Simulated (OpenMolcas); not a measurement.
# BSiH4OF (SMILES FBO[SiH3]): UPBE/ANO-R1 (sfX2C, RICD fitting, scramble 0.25)

Wanted: the energy along one coordinate of BSiH4OF. 

The results are computed with OpenMolcas 26.06.

2 further runs of the same task are left out: 2 set aside as unsound or not needed.

## 1. The structure to begin with

The species is BSiH4OF (8 atoms), meant as a singlet with charge 0. As SMILES, `FBO[SiH3]`. Geometry: relaxed at PBE0-D4/def2-TZVP. This is one conformer, not always the lowest.

Bond lengths: F1–B2 1.324 Å, B2–O3 1.342 Å, O3–Si4 1.655 Å, B2–H5 1.198 Å, Si4–H6 1.481 Å, Si4–H7 1.485 Å, Si4–H8 1.481 Å. Angles: F1–B2–O3 118.3°, B2–O3–Si4 134.0°, F1–B2–H5 118.6°, O3–B2–H5 123.1°, O3–Si4–H6 108.0°, O3–Si4–H7 110.1°, O3–Si4–H8 108.0°, H6–Si4–H7 110.3°, H6–Si4–H8 110.2°, H7–Si4–H8 110.3°.

## 2. An energy scan at UPBE/ANO-R1 (sfX2C, RICD fitting, scramble 0.25)

File point1.xyz:

```xyz
8
R = 3.971
F     -3.427224    -3.522225     2.012244
B     -0.685400    -0.787600     1.133000
O     -0.487500    -0.477100    -0.157600
Si     0.521000     0.572800    -0.945400
H     -0.075300    -0.278500     2.029800
H     -0.317100     1.531000    -1.702400
H      1.370700     1.295700     0.034600
H      1.365000    -0.214300    -1.873700
```

File calc.inp:

```
* BFH4OSi Kohn-Sham DFT

&GATEWAY
  Coord=point1.xyz
  Basis=ANO-R1
  Group=NoSym
  RICD

&SEWARD

&SCF
  UHF
  KSDFT=PBE
  Scramble=0.25
  PrOrbitals=0
>>> ForEach K in (1, 2, 3, 4, 5, 6, 7, 8, 9)

&GATEWAY
  Coord=$CurrDir/point$K.xyz
  Basis=ANO-R1
  Group=NoSym
  RICD

&SEWARD

&SCF
  UHF
  KSDFT=PBE
  PrOrbitals=0
  FileOrb=$Project.UhfOrb
>>> EndDo
```

Command:

```bash
export MOLCAS_MEM=1860
pymolcas calc.inp > calc.log
```

The program printed:

```text
--- Start Module: gateway ---
[...]
--- Stop Module: gateway /rc=_RC_ALL_IS_WELL_ ---
[...]
      Basis functions           80
[...]
       Convergence after  50 Iterations
[...]
::    Total KS-DFT energy                            -492.1451651025
[...]
       Convergence after   4 Iterations
[...]
::    Total KS-DFT energy                            -492.1451651024
[...]
--- Start Module: seward ---
[...]
--- Stop Module: seward /rc=_RC_ALL_IS_WELL_ ---
[...]
--- Start Module: scf ---
[...]
       Convergence after  10 Iterations
[...]
::    Total KS-DFT energy                            -492.3723951979
[...]
      Total spin, S                                    -0.0000000000
[...]
      Total electronic charge=   40.000000
      Total            charge=   -0.000000
[...]
      Dipole Moment (debye):
      Origin of the operator (angstrom)=   -0.3468   -0.3649    0.1092
                   X=  5.4709E-01               Y=  5.5158E-01               Z= -2.4015E-01           Total=  8.1315E-01
      Quadrupole Moment (debye*angstrom):
[...]
--- Stop Module: scf /rc=_RC_ALL_IS_WELL_ ---
[...]
```

Run time: 1.7 min. Hardware: 1 thread of Intel Xeon 6975P-C (Granite Rapids), shared host; peak memory 0.092 GiB.

The scan, from its lowest point:

| B2–F1 (Å) | energy (kJ/mol) |
| --- | --- |
| 3.971 | 668.1 |
| 3.177 | 624.4 |
| 2.648 | 537.7 |
| 2.250 | 403.3 |
| 1.919 | 248.8 |
| 1.655 | 106.5 |
| 1.456 | 16.9 |
| 1.324 | 0.0 |
| 1.191 | 71.6 |

## 3. Results

At UPBE/ANO-R1 (sfX2C, RICD fitting, scramble 0.25):

```
                 quantity          value
lowest energy of the scan  -492.39965 Eh
```
